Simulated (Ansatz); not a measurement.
A nudged elastic band was laid between two geometries of a periodic cell of 17 atoms, Li16H (host Li, host structure bcc, interstitial H).

All numbers below come from Ansatz 0.2.0, DFT PBE, scalar-relativistic, plane waves, PAW. Settings: cutoff 420 eV, k mesh 3x3x3, gaussian smearing 0.1 eV, no spin polarisation.

```yaml
movable_images: 5
climbing_image: yes
spring: 2.0 to 10.0 eV/Å², energy-weighted
optimiser: quadratic models (default)
start_path: IDPP
force_threshold: 0.03 eV/Å
iteration_limit: 80
end_points: relaxed
```

First end point:

```xyz
17
Lattice="6.9800 0.0000 0.0000 0.0000 6.9800 0.0000 0.0000 0.0000 6.9800" Properties=species:S:1:pos:R:3
Li -0.023 0.154 0.001
Li 3.628 -0.121 0.004
Li -0.026 3.321 0.002
Li 0.049 0.050 3.488
Li 1.772 1.743 1.600
Li 3.626 3.589 0.004
Li 3.390 -0.087 3.491
Li 5.094 1.736 1.865
Li 0.047 3.427 3.489
Li 1.692 5.237 1.690
Li 1.773 1.741 5.388
Li 3.399 3.567 3.492
Li 5.336 5.232 1.820
Li 5.095 1.736 5.127
Li 1.692 5.237 5.296
Li 5.331 5.232 5.165
H 0.883 1.749 -0.001
```

Last end point:

```xyz
17
Lattice="6.9800 0.0000 0.0000 0.0000 6.9800 0.0000 0.0000 0.0000 6.9800" Properties=species:S:1:pos:R:3
Li 0.159 -0.030 0.001
Li 3.320 -0.027 0.001
Li -0.124 3.630 -0.001
Li 0.056 0.053 3.491
Li 1.747 1.775 1.589
Li 3.604 3.632 -0.001
Li 3.429 0.050 3.491
Li 5.237 1.690 1.684
Li -0.090 3.388 3.490
Li 1.742 5.091 1.867
Li 1.747 1.776 5.388
Li 3.575 3.393 3.490
Li 5.235 5.336 1.823
Li 5.237 1.689 5.294
Li 1.742 5.092 5.110
Li 5.235 5.338 5.156
H 1.739 0.883 -0.002
```

(1) Which bonds break or form, and what moves?

(2) What energy profile does the band end with?

(3) What is the geometry of the highest image?

## Answers

(1) Contacts lost: Li3–H17. Contacts made: Li2–H17. The atom that moves furthest is H17, by 1.22 Å; four of its nearest neighbours are Li3 1.82, Li11 1.82, Li5 1.83, Li1 1.83 Å at the first end and Li11 1.82, Li1 1.82, Li5 1.82, Li2 1.82 Å at the last.

(2) The run converged. The highest image is number 2 of 0 to 6, 0.002 eV above the ends, which have the same energy within 2 meV. A structure lower than the last end lies on the path between it and the top, so the climb from that side starts below the end, which may itself be a saddle point or a shallow side well. The top lies less than 8 meV above the higher end, about what the thresholds resolve: the motion is nearly free. By the program's own check the climbing image is of a kind that is not told: the force calls were inconclusive, a negative curvature could not be distinguished from the path's own, the only one lies far off the path, or fixed occupations may fill a level only in part (lowest curvatures found: -0.06 and 0.10 eV/Å²). Limits of this set-up: coarse k mesh, odd electron count without spin, a small cell, in which the defect meets its images.

| image | path coordinate (Å) | energy (eV) | Li3–H17 (Å) | Li2–H17 (Å) |
| --- | --- | --- | --- | --- |
| 0 | 0.00 | 0.000 | 1.82 | 3.32 |
| 1 | 0.27 | 0.001 | 1.84 | 3.13 |
| 2 | 0.46 | 0.002 | 1.87 | 3.00 |
| 3 | 0.61 | 0.001 | 1.89 | 2.89 |
| 4 | 0.90 | -0.006 | 1.93 | 2.70 |
| 5 | 1.68 | -0.003 | 2.75 | 1.93 |
| 6 | 2.46 | 0.000 | 3.32 | 1.82 |

(3) 
```xyz
17
Lattice="6.9800 0.0000 0.0000 0.0000 6.9800 0.0000 0.0000 0.0000 6.9800" Properties=species:S:1:pos:R:3
Li 0.054 0.203 0.000
Li 3.537 -0.062 0.002
Li 0.040 3.246 0.001
Li -0.010 -0.026 3.493
Li 1.766 1.730 1.741
Li 3.554 3.511 0.003
Li 3.461 -0.153 3.491
Li 5.123 1.716 1.862
Li -0.025 3.475 3.492
Li 1.688 5.210 1.708
Li 1.767 1.731 5.241
Li 3.476 3.603 3.490
Li 5.333 5.223 1.694
Li 5.121 1.717 5.121
Li 1.690 5.209 5.275
Li 5.331 5.222 5.289
H 1.127 1.729 0.001
```

The run took 31 min on 2 threads of Arm Neoverse V1 (shared host), peak memory 1.2 GiB.
